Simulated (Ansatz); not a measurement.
Debugging a single point from an input written key by key of C₂H₇Sn, SMILES C[CH2][SnH2] (Ansatz 0.2.0 through its Python package).

`c2h7sn.yaml`
```yaml
crystal:
  periodic: [false, false, false]
  atoms:
    - { symbol: C, position_ang: [-0.8771, 0.395, -0.5895] }
    - { symbol: C, position_ang: [-0.1661, -0.8224, -0.2252] }
    - { symbol: Sn, position_ang: [1.4715, -0.325, 1.0235] }
    - { symbol: H, position_ang: [-1.7105, 0.1862, -1.2566] }
    - { symbol: H, position_ang: [-0.2568, 1.1309, -1.1676] }
    - { symbol: H, position_ang: [-1.3081, 0.9562, 0.3119] }
    - { symbol: H, position_ang: [0.2401, -1.3172, -1.1379] }
    - { symbol: H, position_ang: [-0.7957, -1.4997, 0.3125] }
    - { symbol: H, position_ang: [0.9169, 0.4744, 2.5286] }
    - { symbol: H, position_ang: [2.5689, 0.7704, 0.2034] }
magnetization:
  spin_polarized: true
  initial_magnetization: 1
basis:
  gaussian: { orbitals: def2-TZVP }
hamiltonian:
  xc: { name: wB97X-V }
output:
  forces: true
```

Script `deck_c2h7sn.py`:
```python
# -*- coding: utf-8 -*-
import ansatz
import numpy as np


def main():
    session = ansatz.Session.from_deck("c2h7sn.yaml")
    r = session.plan(threads=1).execute().report

    print(f"E = {r['energy_ev']:.6f} eV = {r['free_energy_ev'] / 27.211386246:.7f} Ha")
    print("converged:", r["converged"], " doubts:", r["published_state_doubts"] or "none")
    symbols = ["C", "C", "Sn", "H", "H", "H", "H", "H", "H", "H"]
    state = r["mean_field"]["state"]
    print(f"mean field: {state['energy']['hartree']:.7f} Ha, <S^2> = {abs(state['spin_squared']):.4f}, stability: {state.get('stability', {}).get('kind')}")

    forces = np.array(r["forces_ev_ang"])
    print("largest force", round(float(np.linalg.norm(forces, axis=1).max()), 4), "eV/A, rms", round(float(np.sqrt((forces ** 2).mean())), 4))
    charges = r["charge_distribution"]
    dipole = np.array(charges["dipole_moment_e_ang"]) * 4.803205
    print("dipole (D): {:.3f} {:.3f} {:.3f}, length {:.3f}".format(*dipole, np.linalg.norm(dipole)))
    print("atom  Mulliken   Lowdin")
    for symbol, m, l in zip(symbols, charges["mulliken_charges_e"], charges["lowdin_charges_e"]):
        print(f"{symbol:4s} {m:9.3f} {l:8.3f}")


if __name__ == "__main__":
    main()
```

```console
$ python deck_c2h7sn.py
Traceback (most recent call last):
  File "deck_c2h7sn.py", line 27, in <module>
    main()
    ~~~~^^
  File "deck_c2h7sn.py", line 10, in main
    print(f"E = {r['energy_ev']:.6f} eV = {r['free_energy_ev'] / 27.211386246:.7f} Ha")
                 ~^^^^^^^^^^^^^
KeyError: 'energy_ev'
$ echo $?
1
```

Why does it end like this?

The fault: the report has no such key (the free energy stands under free_energy_ev). The correction:

```diff
--- before
+++ after
@@ -9,3 +9,3 @@
 
-    print(f"E = {r['energy_ev']:.6f} eV = {r['free_energy_ev'] / 27.211386246:.7f} Ha")
+    print(f"E = {r['free_energy_ev']:.6f} eV = {r['free_energy_ev'] / 27.211386246:.7f} Ha")
     print("converged:", r["converged"], " doubts:", r["published_state_doubts"] or "none")
```

The mended script runs so:

Running `python deck_c2h7sn.py` prints:
```text
E = -8017.754393 eV = -294.6470393 Ha
converged: True  doubts: none
mean field: -294.6470393 Ha, <S^2> = 0.7518, stability: minimum
largest force 3.447 eV/A, rms 0.8736
dipole (D): -0.911 -0.588 -0.842, length 1.373
atom  Mulliken   Lowdin
C       -0.375   -0.242
C       -0.392   -0.441
Sn       0.279    0.198
H        0.121    0.085
H        0.127    0.101
H        0.125    0.111
H        0.123    0.120
H        0.128    0.099
H       -0.069   -0.014
H       -0.067   -0.018
```

What to keep in mind:
- Total energies depend on the basis set; only differences at equal settings carry meaning.
- The geometry is a force-field or estimated start, not a minimum of this method, and the basis set is short of its limit.
- The species is open-shell (spin multiplicity 2).
- The Löwdin charges here are taken after orthogonalising the functions within each atom; they differ from plain Löwdin charges, and their signs can be unphysical.
- Hardware and time: 17 s on 1 thread of Intel(R) Xeon(R) 6975P-C (Granite Rapids), with other jobs on the host, peak memory 0.59 GiB.

(A comment or docstring line of the script was reworded after the run, the code is as it ran; lines on the test bed's own set-up are left out of the output.)
